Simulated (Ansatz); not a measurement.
# CCSD(T)/6-31G(d) (spherical functions) run of CH3AlF2O (SMILES C[O][Al]([F])[F])

What is the vertical singlet–triplet gap of CH3AlF2O at CCSD(T)/6-31G* (spherical functions)? 

Program for the calculation: Ansatz 0.2.0.

128 further runs of the same task are left out: 128 set aside as unsound or not needed.

## Step 1: Starting point

CH3AlF2O: 8 atoms, total charge 0, spin state singlet. As SMILES, `C[O][Al]([F])[F]`. The coordinates come from a PBE0-D4/def2-TZVP relaxation.

Bond lengths: C1–O2 1.401 Å, O2–Al3 1.661 Å, Al3–F4 1.634 Å, Al3–F5 1.639 Å, C1–H6 1.095 Å, C1–H7 1.094 Å, C1–H8 1.094 Å. Angles: C1–O2–Al3 136.9°, O2–Al3–F4 119.6°, O2–Al3–F5 122.1°, F4–Al3–F5 118.3°, O2–C1–H6 112.5°, O2–C1–H7 109.7°, O2–C1–H8 109.7°, H6–C1–H7 108.4°, H6–C1–H8 108.4°, H7–C1–H8 108.1°.

## Step 2: The energy at CCSD(T)/6-31G(d) (spherical functions)

Input file input.yaml:

```yaml
crystal:
  periodic: [false, false, false]
  atoms:
    - symbol: C
      position_ang: [-0.239000, 0.900700, 0.881500]
    - symbol: O
      position_ang: [-0.459800, -0.316300, 0.222600]
    - symbol: Al
      position_ang: [0.227600, -1.156300, -1.035300]
    - symbol: F
      position_ang: [-0.392600, -2.602700, -1.474500]
    - symbol: F
      position_ang: [1.520300, -0.581200, -1.861800]
    - symbol: H
      position_ang: [0.609600, 1.454200, 0.465200]
    - symbol: H
      position_ang: [-0.042800, 0.715700, 1.941600]
    - symbol: H
      position_ang: [-1.131100, 1.528900, 0.804800]
basis:
  gaussian:
    orbitals: 6-31G_st_-spherical.json
correlation:
  method: ccsd_t
  frozen_orbitals: {Al: 5, C: 1, F: 1, H: 0, O: 1}
accuracy: high
scf:
  omitted_lower_state_checks: [cluster_reference, increment]
```

The basis set 6-31G* is read from a file made from the Basis Set Exchange's data (not shown).

Started as:

```console
$ ansatz run input.yaml --threads 1 --pin off --max-ram 3480MiB --events-out events.jsonl --progress --plain --runs-dir runs
```

Standard output, cut to the lines that bear on the results:

```text
Warning: RAYON_NUM_THREADS=1 ignored (pool sized by the plan → 1); use --threads N
Functional definition: HF
  name "HF"
[...]
1751 factors; integrals over basis functions are off by at most 8.8e-9 eV
[...]
mean field -15114.57900777 eV, -555.4505335059 hartree, gradient 8.6e-8 eV, S^2 0.000000; 0 other end points of the search recorded, 0 dependent functions left out
9 core orbitals not correlated: weight in the atoms' cores, before any rotation towards them, 1.000 or more for the frozen orbitals, at most 0.000 for the correlated occupied ones
reference -15114.57900777 eV, -555.4505335059 hartree; 15, 15 occupied and 56, 56 virtual orbitals, 1751 factors
second order -19.04292035 eV of doubles, -0.00000000 eV of singles
cycle   1  -19.04118981 eV  change    1.7e-3 eV  update   1.1e-1
[...]
cycle  20  -19.58660873 eV  change   -1.0e-9 eV  update   2.5e-9
perturbative correction -0.36188634 eV, -0.0132990776 hartree
Total energy: -15134.52750283 eV, -556.1836271780 hartree
Checks for a lower state left out: cluster_reference, increment
```

Run time: 13 s. Hardware: 1 thread of Intel Xeon Platinum 8488C (Sapphire Rapids), shared host; peak memory 0.43 GiB.

## Step 3: The triplet at the same level

Input file in.yaml:

```yaml
crystal:
  periodic: [false, false, false]
  atoms:
    - {symbol: C, position_ang: [-0.239000, 0.900700, 0.881500]}
    - {symbol: O, position_ang: [-0.459800, -0.316300, 0.222600]}
    - {symbol: Al, position_ang: [0.227600, -1.156300, -1.035300]}
    - {symbol: F, position_ang: [-0.392600, -2.602700, -1.474500]}
    - {symbol: F, position_ang: [1.520300, -0.581200, -1.861800]}
    - {symbol: H, position_ang: [0.609600, 1.454200, 0.465200]}
    - {symbol: H, position_ang: [-0.042800, 0.715700, 1.941600]}
    - {symbol: H, position_ang: [-1.131100, 1.528900, 0.804800]}
basis:
  gaussian:
    orbitals: 6-31G_st_-spherical.json
magnetization:
  spin_polarized: true
  initial_magnetization: 2
correlation:
  method: ccsd_t
  frozen_orbitals: {Al: 5, C: 1, F: 1, H: 0, O: 1}
accuracy: high
scf:
  omitted_lower_state_checks: [cluster_reference, increment]
```

The basis set 6-31G* is read from a file made from the Basis Set Exchange's data (not shown).

Started as:

```console
$ ansatz run in.yaml --threads 1 --pin off --max-ram 3480MiB --events-out events.jsonl --progress --plain --runs-dir runs
```

Standard output, cut to the lines that bear on the results:

```text
Warning: RAYON_NUM_THREADS=1 ignored (pool sized by the plan → 1); use --threads N
[... 2 set-up lines as earlier in the session ...]
[...]
1751 factors; integrals over basis functions are off by at most 8.8e-9 eV
[...]
mean field -15108.33431914 eV, -555.2210454316 hartree, gradient 2.8e-8 eV, S^2 2.010060; 7 other end points of the search recorded, 0 dependent functions left out
9 core orbitals not correlated: weight in the atoms' cores, before any rotation towards them, 1.000 or more for the frozen orbitals, at most 0.000 for the correlated occupied ones
reference -15108.33431914 eV, -555.2210454316 hartree; 16, 14 occupied and 55, 57 virtual orbitals, 1751 factors
second order -18.13104720 eV of doubles, -0.00000000 eV of singles
cycle   1  -18.35973079 eV  change   -2.3e-1 eV  update   1.2e-1
[...]
cycle  33  -19.02221773 eV  change   3.5e-12 eV  update   2.6e-9
perturbative correction -0.39702147 eV, -0.0145902700 hartree
Total energy: -15127.75355835 eV, -555.9346893096 hartree
Checks for a lower state left out: cluster_reference, increment
```

Wall time 62 s (1 thread of Intel Xeon Platinum 8488C (Sapphire Rapids), shared host); peak memory 0.79 GiB.

## Step 4: Outcome

Level: CCSD(T)/6-31G* (spherical functions), 9 core orbitals frozen.

```
                                            quantity          value
                               singlet: total energy  -556.18363 Eh
singlet: correlation energy (9 core orbitals frozen)     -733.1 mEh
                             singlet: (T) correction     -13.30 mEh
                              singlet: T1 diagnostic          0.013
                               triplet: total energy  -555.93469 Eh
triplet: correlation energy (9 core orbitals frozen)     -713.6 mEh
                             triplet: (T) correction     -14.59 mEh
          triplet: ⟨S²⟩ of the reference determinant          2.010
                              triplet: T1 diagnostic          0.023
    vertical energy of the triplet above the singlet       6.774 eV
```

**Reading.** At this shape the triplet lies 6.77 eV (156 kcal/mol) above the singlet. The triples (singlet) make up 1.8 % of the correlation energy. The triples (triplet) make up 2.0 % of the correlation energy.
